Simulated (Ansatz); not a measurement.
TaVN2:

```
Ta V N
1.0
     3.04987    0.00000    0.00000
     0.00000    3.04987    0.00000
     0.00000    0.00000    4.29606
Ta V N
1 1 2
Direct
  0.00000 0.00000 0.00000
  0.50000 0.50000 0.50000
  0.50000 0.50000 0.00000
  0.00000 0.00000 0.50000
```

The cell comes from a database or a generator and needn't be the stable form of this composition.

Base run:

```yaml
Program: Ansatz 0.2.0
Functional: PBE
Potentials_or_basis: Ansatz PAW
Cutoff: 420 eV
Density_cutoff: 1680 eV
k_mesh: 9 × 9 × 6
Occupations: fermi-dirac, width 0.05 eV
Spin: collinear spin, ferromagnetic start
Starting_moments: "[0.0, 2.0, 0.0, 0.0] μB"
```

Its results: band gap on the k mesh none (metal or under the smearing width); pressure -0.8 GPa; net moment 1.14 μB per cell; site moments Ta -0.03; V +0.94; N +0.02, +0.03 μB.

Question: After a change of settings the same cell gave: band gap on the k mesh none (metal or under the smearing width); pressure -11.1 GPa; net moment 0.90 μB per cell; site moments Ta -0.03; V +0.74; N +0.02 μB. Which change was it?
A. functional from PBE to r2SCAN; cutoff from 420 eV to 500 eV; density cutoff from 1680 eV to 2000 eV
B. functional from PBE to PBEsol
C. functional from PBE to LDA

Answer: B.

PBEsol binds more tightly than PBE, so the same cell stands under less pressure.

Caveats: the PAW data sets come from PBE, with cores solved anew for the run's functional, which leaves a small shift of forces and pressure (some runs).

Not every run made on this cell is shown here.
